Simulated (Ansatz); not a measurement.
**Hf (P6_3/mmc): all-electron equation of state, by script**

Where is the equilibrium volume of Hf (P6_3/mmc) with all electrons, and how stiff is it? A script is to give an all-electron equation of state; the system is Hf (P6_3/mmc).

All numbers are computed with the Python package of Ansatz 0.2.0. Level of theory: DFT PBE, all-electron LAPW.

## 1. The system

Symmetry: P6_3/mmc, No. 194, hexagonal system. The conventional cell has a = 3.197 Å, b = 3.197 Å, c = 5.058 Å, α = 90.00°, β = 90.00°, γ = 120.00°. Hf (site symmetry -6m2) has 12 Hf at 3.13 to 3.20 Å in its first shell of neighbours.

No structure file is read: the coordinates are typed or built in the script.

## 2. Script

hf.py

```python
# -*- coding: utf-8 -*-
"""All-electron equation of state of Hf."""

import warnings

import ansatz
from ase.eos import EquationOfState
from ase.units import GPa
import numpy as np

vectors0 = np.array([
    [3.1967, 0.0, 0.0],
    [-1.59835, 2.76842, 0.0],
    [0.0, 0.0, 5.0578],
])
sites = [
    ("Hf", (1 / 3, 2 / 3, 0.25)),
    ("Hf", (2 / 3, 1 / 3, 0.75)),
]


def on_lattice(cell):
    crystal = ansatz.Crystal(lattice=ansatz.Lattice.of(cell))
    for symbol, position in sites:
        crystal = crystal.atom(symbol, position)
    return crystal

warnings.simplefilter("ignore", ansatz.DeckWarning)

volumes, energies = [], []
for scale in np.linspace(0.92, 1.08, 5):
    cell = vectors0 * scale ** (1 / 3)
    setup = (
        on_lattice(cell).calculation()
        .functional("PBE")
        .occupations("Marzari-Vanderbilt", width=50 * ansatz.meV)
        .kpoints(12, 12, 7)
        .pseudopotentials("all_electron", lapw=True, basis_error=0.0005)
    )
    report = setup.run().report
    volumes.append(abs(np.linalg.det(cell)) / len(sites))
    energies.append(report["free_energy_ev"] / len(sites))
    print(f"{scale:.3f} {volumes[-1]:9.4f} A^3/atom {energies[-1]:16.5f} eV/atom  (estimated basis error {1000 * report['lapw_basis_errors']['total_ev_per_atom']:.2f} meV/atom)")
v0, e0, bulk = EquationOfState(volumes, energies, eos="birchmurnaghan").fit()
print(f"V0 = {v0:.4f} A^3/atom, B0 = {bulk / GPa:.1f} GPa")
```

## 3. The input behind the calls

The package turns the script's settings into the engine's input (first run):

```yaml
crystal:
  lattice:
    - [3.109074700773817, 0.0, 0.0]
    - [-1.5545373503869084, 2.6925343582808052, 0.0]
    - [0.0, 0.0, 4.91915976524973]
  atoms:
    - { symbol: Hf, position: [0.3333333333333333, 0.6666666666666666, 0.25] }
    - { symbol: Hf, position: [0.6666666666666666, 0.3333333333333333, 0.75] }
kpoints:
  mp_grid:
    grid: [12, 12, 7]
hamiltonian:
  xc: pbe
  pseudopotentials:
    kind: all_electron
    lapw:
      basis_error: 0.0005
scf:
  occupations:
    method: cold
    width: 0.05
```

## 4. Launch

Launch:

```sh
$ python hf.py
```

**Question.** Where does the minimum lie against the volume typed, and how stiff is the crystal?

As calculated:

| quantity | value |
| --- | --- |
| runs compared | 5 |
| range of energy | 65.07 meV/atom |
| lowest point, volume (Å³/atom) | 22.380 |
| equilibrium volume (fit) | 22.56 Å³/atom |
| bulk modulus (fit) | 107 GPa |

In words: A third-order Birch-Murnaghan fit through the 5 points has its minimum at 22.56 Å³ an atom, 0.8 % above the typed cell, with a bulk modulus of 107 GPa. From that minimum the energy rises by 65.5 meV an atom on the compressed side and 35.0 meV on the expanded side. Caveats:
- All-electron totals depend on functional, relativistic treatment and basis; only differences at equal settings carry meaning.
- Shape and fractional positions are held along the curve, so the bulk modulus is an upper value where they are free to relax, by a factor of two or more in layered or hydrogen-bonded cells.
- Spin-orbit coupling, which matters for elements this heavy, is left out.
